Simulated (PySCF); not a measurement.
# C5H13PSi: a tour of settings, part 2 of 3

PySCF 2.14.0. Atoms count from 0.

### 4 J couplings: BHandHLYP/IGLO-II in dimethylsulfoxide

Job settings and geometry (Å):

```
{"job": {"kind": "j", "xc": "BHandHLYP", "basis": "IGLO-II", "solvent": "dimethylsulfoxide"}, "charge": 0, "multiplicity": 1}
C     -1.534400    -1.009214    -0.739729
C     -1.296287    -0.160468     0.505388
C     -1.062244     1.309729     0.146591
C      0.297883     1.463519    -0.533606
Si     1.405250     0.209457     0.380982
P      2.442445    -1.153691    -1.071973
C     -0.054887    -0.653144     1.256657
H     -0.635770    -1.052145    -1.352414
H     -1.799530    -2.026937    -0.459692
H     -2.345853    -0.598892    -1.337942
H     -2.182314    -0.235451     1.147334
H     -1.062487     1.893326     1.069760
H     -1.868128     1.687644    -0.485772
H      0.645958     2.491827    -0.463565
H      0.221087     1.226457    -1.594780
H      2.305529     0.859535     1.352769
H      3.120888    -1.857372    -0.093836
H      3.511682    -0.302302    -1.280477
H     -0.105396    -0.340455     2.299262
H     -0.008573    -1.740743     1.252007
```

Method: BHandHLYP/IGLO-II indirect spin-spin coupling, non-relativistic, IEF-PCM dimethylsulfoxide.

Output:

```text
coarse grid: 16744 points
cycle   1  E = -829.0475356754  dE =  7.696e-01  |g| = 3.998e-01  |ddm| = 3.254e+00
cycle   2  E = -829.0694248291  dE = -2.189e-02  |g| = 2.897e-01  |ddm| = 5.301e-01
cycle   3  E = -829.0895255793  dE = -2.010e-02  |g| = 5.919e-02  |ddm| = 2.492e-01
cycle   4  E = -829.0904086979  dE = -8.831e-04  |g| = 1.585e-02  |ddm| = 6.360e-02
cycle   5  E = -829.0904657081  dE = -5.701e-05  |g| = 3.761e-03  |ddm| = 1.709e-02
cycle   6  E = -829.0904690955  dE = -3.387e-06  |g| = 6.402e-04  |ddm| = 3.861e-03
final grid: 149728 points
cycle   7  E = -829.1022853828  dE = -3.661e-05  |g| = 3.513e-03  |ddm| = 2.391e-02
cycle   8  E = -829.1022860783  dE = -6.956e-07  |g| = 3.138e-03  |ddm| = 5.426e-03
cycle   9  E = -829.1022885080  dE = -2.430e-06  |g| = 2.449e-04  |ddm| = 2.378e-03
cycle  10  E = -829.1022885233  dE = -1.537e-08  |g| = 1.190e-04  |ddm| = 3.997e-04
cycle  11  E = -829.1022885267  dE = -3.344e-09  |g| = 2.258e-05  |ddm| = 1.098e-04
cycle  12  E = -829.1022885269  dE = -1.628e-10  |g| = 4.984e-06  |ddm| = 3.572e-05
converged SCF energy = -829.1022885269

Indirect spin-spin couplings (Hz)
  i      j    bonds     total        FC       PSO       DSO        SD
  0 C    1 C    1     41.831    42.025    -0.432     0.238         -
  0 C    2 C    2     -1.176    -1.012    -0.196     0.032         -
  0 C    3 C    3      1.427     1.438    -0.041     0.029         -
  0 C    4 Si   3     -0.731    -0.769     0.032    -0.009     0.015
  0 C    5 P    4      8.018     8.101    -0.089     0.025    -0.019
  0 C    6 C    2     -0.070     0.088    -0.196     0.038         -
  0 C    7 H    1    129.945   128.263     0.804     0.878         -
  0 C    8 H    1    132.031   130.384     0.891     0.756         -
  0 C    9 H    1    130.705   129.056     0.889     0.759         -
  0 C   10 H    2     -4.453    -4.377     0.002    -0.079         -
  0 C   11 H    3      9.305     9.359     0.349    -0.403         -
  0 C   12 H    3      3.573     3.543    -0.068     0.098         -
  0 C   15 H    4     -0.267    -0.197     0.278    -0.348         -
  0 C   16 H    5      0.416     0.464     0.086    -0.134         -
  0 C   17 H    5      0.492     0.568     0.152    -0.228         -
  0 C   18 H    3      9.872     9.914     0.335    -0.378         -
  0 C   19 H    3      5.396     5.343    -0.147     0.200         -
  1 C    2 C    1     42.164    42.447    -0.554     0.271         -
  1 C    3 C    2      0.874     1.031    -0.216     0.059         -
  1 C    4 Si   2     -1.106    -1.397     0.278    -0.038     0.051
  1 C    5 P    3      0.473     0.568    -0.041    -0.027    -0.027
  1 C    6 C    1     38.334    38.593    -0.532     0.274         -
  1 C    7 H    2     -5.685    -5.746     0.013     0.048         -
  1 C    8 H    2     -5.071    -5.089     0.043    -0.024         -
  1 C    9 H    2     -4.586    -4.618     0.062    -0.029         -
  1 C   10 H    1    138.544   137.013     0.375     1.155         -
  1 C   11 H    2     -5.478    -5.432    -0.107     0.060         -
  1 C   12 H    2     -3.164    -3.174     0.003     0.007         -
  1 C   13 H    3      9.943     9.986     0.305    -0.348         -
  1 C   14 H    3      0.140     0.173    -0.048     0.015         -
  1 C   15 H    3      2.912     2.993     0.209    -0.290         -
  1 C   16 H    4     -0.162    -0.113     0.125    -0.173         -
  1 C   17 H    4     -0.336    -0.261     0.193    -0.268         -
  1 C   18 H    2     -5.260    -5.248    -0.056     0.044         -
  1 C   19 H    2     -4.786    -4.873     0.049     0.039         -
  2 C    3 C    1     37.742    37.806    -0.309     0.246         -
  2 C    4 Si   2     -1.233    -1.494     0.241    -0.031     0.052
  2 C    5 P    3      3.696     3.778    -0.037    -0.066     0.020
  2 C    6 C    2      2.826     3.007    -0.237     0.056         -
  2 C    7 H    3      1.848     1.879    -0.110     0.079         -
  2 C    8 H    3      9.807     9.862     0.324    -0.379         -
  2 C    9 H    3      3.312     3.308    -0.125     0.130         -
  2 C   10 H    2     -3.102    -3.045    -0.054    -0.003         -
  2 C   11 H    1    132.434   130.817     0.599     1.018         -
  2 C   12 H    1    136.917   135.388     0.541     0.988         -
  2 C   13 H    2     -4.824    -4.869     0.094    -0.049         -
  2 C   14 H    2     -5.910    -5.930     0.023    -0.003         -
  2 C   15 H    3      0.669     0.734     0.109    -0.174         -
  2 C   16 H    4      0.180     0.248     0.205    -0.272         -
  2 C   17 H    4     -0.348    -0.295     0.169    -0.222         -
  2 C   18 H    3      0.257     0.284    -0.043     0.016         -
  2 C   19 H    3      9.824     9.857     0.346    -0.379         -
  3 C    4 Si   1    -59.352   -59.308     1.577    -0.123    -1.498
  3 C    5 P    2     18.853    18.990    -0.205    -0.002     0.069
  3 C    6 C    2      4.648     4.723    -0.105     0.031         -
  3 C    7 H    4      0.187     0.095    -0.282     0.374         -
  3 C   10 H    3      8.196     8.246     0.332    -0.382         -
  3 C   11 H    2     -4.772    -4.786     0.021    -0.007         -
  3 C   12 H    2     -4.273    -4.314     0.108    -0.068         -
  3 C   13 H    1    133.765   131.793     1.021     0.951         -
  3 C   14 H    1    131.769   129.770     0.978     1.022         -
  3 C   15 H    2      8.122     8.241     0.026    -0.145         -
  3 C   16 H    3      6.192     6.333     0.203    -0.344         -
  3 C   17 H    3     -0.676    -0.653    -0.012    -0.011         -
  3 C   18 H    3     -0.299    -0.265     0.142    -0.176         -
  3 C   19 H    3      2.562     2.617     0.265    -0.320         -
  4 Si   5 P    1     21.429    24.391     6.720    -0.090    -9.591
  4 Si   6 C    1    -59.697   -59.646     1.572    -0.125    -1.497
  4 Si   7 H    4      0.263     0.213     0.254    -0.255     0.051
  4 Si   8 H    4      0.282     0.227    -0.081     0.114     0.022
  4 Si   9 H    4      0.333     0.276    -0.142     0.170     0.029
  4 Si  10 H    3    -13.258   -13.298    -0.232     0.255     0.017
  4 Si  11 H    3     -0.894    -1.064     0.114    -0.010     0.066
  4 Si  12 H    3    -15.534   -15.564    -0.247     0.262     0.016
  4 Si  13 H    2      5.684     5.691     0.179     0.050    -0.236
  4 Si  14 H    2      8.150     8.111     0.194     0.005    -0.160
  4 Si  15 H    1   -201.195  -201.674     0.929    -0.374    -0.076
  4 Si  16 H    2      7.897     7.804     0.217    -0.034    -0.089
  4 Si  17 H    2      7.936     7.826     0.230    -0.030    -0.088
  4 Si  18 H    2      8.005     7.904     0.213     0.012    -0.123
  4 Si  19 H    2      5.421     5.508     0.150     0.033    -0.271
  5 P    6 C    2     12.048    11.962    -0.017    -0.005     0.108
  5 P    7 H    5      0.711     1.063    -0.912     0.597    -0.037
  5 P    8 H    5     -0.815    -0.678    -0.051    -0.030    -0.056
  5 P    9 H    5      0.895     0.986     0.113    -0.203    -0.002
  5 P   10 H    4      3.425     3.521     0.319    -0.411    -0.004
  5 P   12 H    4      1.852     1.965     0.213    -0.324    -0.002
  5 P   13 H    3      4.351     4.486     0.251    -0.312    -0.075
  5 P   14 H    3      5.197     5.457    -0.281     0.239    -0.217
  5 P   15 H    2     -5.879    -5.190    -0.143    -0.360    -0.186
  5 P   16 H    1    203.060   195.953     7.313     0.433    -0.639
  5 P   17 H    1    201.726   194.653     7.284     0.427    -0.638
  5 P   18 H    3      9.490     9.646     0.322    -0.442    -0.037
  5 P   19 H    3      1.845     1.926    -0.014     0.156    -0.222
  6 C    7 H    3      4.055     4.028    -0.177     0.204         -
  6 C    8 H    3      1.938     1.915    -0.058     0.081         -
  6 C    9 H    3     10.872    10.909     0.338    -0.375         -
  6 C   10 H    2     -4.007    -3.993     0.005    -0.020         -
  6 C   11 H    3      1.581     1.549    -0.089     0.121         -
  6 C   12 H    3      9.034     9.073     0.354    -0.392         -
  6 C   13 H    3      1.863     1.926     0.241    -0.304         -
  6 C   14 H    3     -0.076    -0.028     0.144    -0.192         -
  6 C   15 H    2      7.587     7.701     0.007    -0.120         -
  6 C   16 H    3     -0.029    -0.026    -0.045     0.041         -
  6 C   17 H    3      5.180     5.316     0.198    -0.335         -
  6 C   18 H    1    129.547   127.539     1.004     1.003         -
  6 C   19 H    1    133.977   132.037     0.916     1.024         -
  7 H    8 H    2    -15.368   -15.443     2.079    -2.004         -
  7 H    9 H    2    -14.660   -14.722     2.125    -2.064         -
  7 H   10 H    3     13.856    13.991     2.375    -2.511         -
  7 H   11 H    4     -0.709    -0.586     1.477    -1.600         -
  7 H   12 H    4     -0.363    -0.293     0.214    -0.283         -
  7 H   14 H    5      0.634     0.316    -2.318     2.635         -
  7 H   15 H    5     -0.420    -0.047     0.985    -1.357         -
  7 H   16 H    6     -0.393    -0.129     0.137    -0.401         -
  8 H    9 H    2    -15.260   -15.252     2.348    -2.356         -
  8 H   10 H    3      5.243     5.306    -0.053    -0.009         -
  8 H   11 H    4      1.566     1.663     1.570    -1.667         -
  8 H   13 H    5     -0.340    -0.224     1.436    -1.552         -
  8 H   15 H    5     -0.211     0.022     1.056    -1.288         -
  8 H   17 H    6     -0.364    -0.089     0.811    -1.086         -
  8 H   18 H    4     -0.438    -0.358     0.969    -1.049         -
  9 H   10 H    3      2.542     2.639     0.259    -0.356         -
  9 H   15 H    5     -0.339    -0.113     1.167    -1.393         -
  9 H   16 H    6     -0.240    -0.050     0.824    -1.014         -
  9 H   18 H    4      2.360     2.451     1.600    -1.691         -
  9 H   19 H    4      0.733     0.794     1.366    -1.427         -
 10 H   11 H    3      5.388     5.408    -0.317     0.297         -
 10 H   12 H    3      1.585     1.662     0.229    -0.306         -
 10 H   14 H    4     -0.793    -0.667     1.455    -1.581         -
 10 H   15 H    4      0.590     0.778     1.052    -1.240         -
 10 H   16 H    5     -0.171    -0.033     0.799    -0.937         -
 10 H   17 H    5      0.730     0.958     1.041    -1.269         -
 10 H   18 H    3      7.479     7.462    -0.489     0.507         -
 10 H   19 H    3      1.219     1.308     0.573    -0.662         -
 11 H   12 H    2    -15.139   -15.189     1.902    -1.852         -
 11 H   13 H    3      8.378     8.361    -0.395     0.412         -
 11 H   14 H    3     13.753    13.874     2.276    -2.397         -
 11 H   15 H    4     -0.205    -0.153    -0.188     0.136         -
 11 H   16 H    5     -0.160     0.049     0.795    -1.004         -
 11 H   17 H    5     -0.179    -0.001     0.731    -0.908         -
 11 H   19 H    4     -0.184    -0.084     1.471    -1.571         -
 12 H   13 H    3      1.166     1.276     0.645    -0.755         -
 12 H   14 H    3      8.702     8.693    -0.379     0.388         -
 12 H   15 H    4     -0.221    -0.028     1.268    -1.461         -
 12 H   16 H    5      0.202     0.422     0.956    -1.176         -
 12 H   17 H    5     -0.229    -0.077     0.739    -0.891         -
 12 H   18 H    4     -0.454    -0.344     1.396    -1.507         -
 12 H   19 H    4      1.824     1.938     1.647    -1.761         -
 13 H   14 H    2    -18.319   -18.554     1.970    -1.735         -
 13 H   15 H    3      2.272     2.281    -0.247     0.238         -
 13 H   16 H    4     -0.159     0.163     0.985    -1.307         -
 13 H   17 H    4     -0.214    -0.189     0.030    -0.056         -
 13 H   19 H    4     -0.625    -0.412     1.601    -1.814         -
 14 H   15 H    3      3.769     4.146     1.472    -1.849         -
 14 H   16 H    4     -0.213     0.216     0.953    -1.382         -
 14 H   17 H    4     -0.216    -0.173    -0.239     0.196         -
 14 H   18 H    4     -0.506    -0.312     1.509    -1.703         -
 15 H   16 H    3      2.036     2.037    -0.186     0.184         -
 15 H   17 H    3      3.432     3.383    -0.307     0.357         -
 15 H   18 H    3      3.478     3.447    -0.460     0.491         -
 15 H   19 H    3      0.702     0.977     1.031    -1.305         -
 16 H   17 H    2    -12.693   -12.686     0.797    -0.805         -
 16 H   18 H    4     -0.412    -0.340     0.344    -0.416         -
 17 H   18 H    4      0.772     1.072     0.977    -1.276         -
 17 H   19 H    4     -0.377     0.015     0.903    -1.295         -
 18 H   19 H    2    -18.187   -18.423     1.926    -1.690         -
```

It took 2.8 min on 1 thread of Arm Neoverse N1, shared host; peak memory 1.2 GiB.

Couplings of 1 Hz or more, nine at most for each number of bonds, with means over like pairs (isotopes 13C, 1H, 31P, 29Si):

```csv
pair,bonds,J (Hz),Fermi contact (Hz),dihedral (°)
P5–H16,1,202.4,195.3,–
Si4–H15,1,-201.2,-201.7,–
C1–H10,1,138.5,137.0,–
C2–H12,1,136.9,135.4,–
C6–H19,1,134.0,132.0,–
C3–H13,1,133.8,131.8,–
C2–H11,1,132.4,130.8,–
C3–H14,1,131.8,129.8,–
C0–H7,1,130.9,129.2,–
C3–P5,2,18.9,19.0,–
H13–H14,2,-18.3,-18.6,–
H18–H19,2,-18.2,-18.4,–
H11–H12,2,-15.1,-15.2,–
H7–H8,2,-15.1,-15.1,–
H16–H17,2,-12.7,-12.7,–
P5–C6,2,12.0,12.0,–
Si4–H14,2,8.2,8.1,–
C3–H15,2,8.1,8.2,–
Si4–H12,3,-15.5,-15.6,-160
H11–H14,3,13.8,13.9,-159
Si4–H10,3,-13.3,-13.3,-156
C1–H13,3,9.9,10.0,-159
C0–H18,3,9.9,9.9,-158
C2–H19,3,9.8,9.9,-161
P5–H18,3,9.5,9.6,142
C0–H11,3,9.3,9.4,171
C6–H12,3,9.0,9.1,174
C0–P5,4,8.0,8.1,–
P5–H10,4,3.4,3.5,–
P5–H12,4,1.9,2.0,–
H12–H19,4,1.8,1.9,–
```

The spin-dipole term was solved for some atoms only; pairs without it lack that part.

Shifts (PBE0/pcSseg-1, unscaled) and these couplings together give the proton spectrum at 500 MHz below.

1H NMR δ 4.96 (dtq, J = 5.9, 3.6, 2.6 Hz, 1H), 2.42 (m, 1H), 1.91 (m, 1H), 1.53 (m, 1H), 1.23 (dd, J = 202.4, 2.7 Hz, 2H), 1.10 (m, 1H), 1.07 (m, 1H), 1.04 (d, J = 7.2 Hz, 3H), 0.87 (m, 1H), 0.61 (ddt, J = 18.2, 1.8, 1.5 Hz, 1H). The letters are first-order; like nuclei with unlike couplings give more lines.

[end of part 2 of 3]
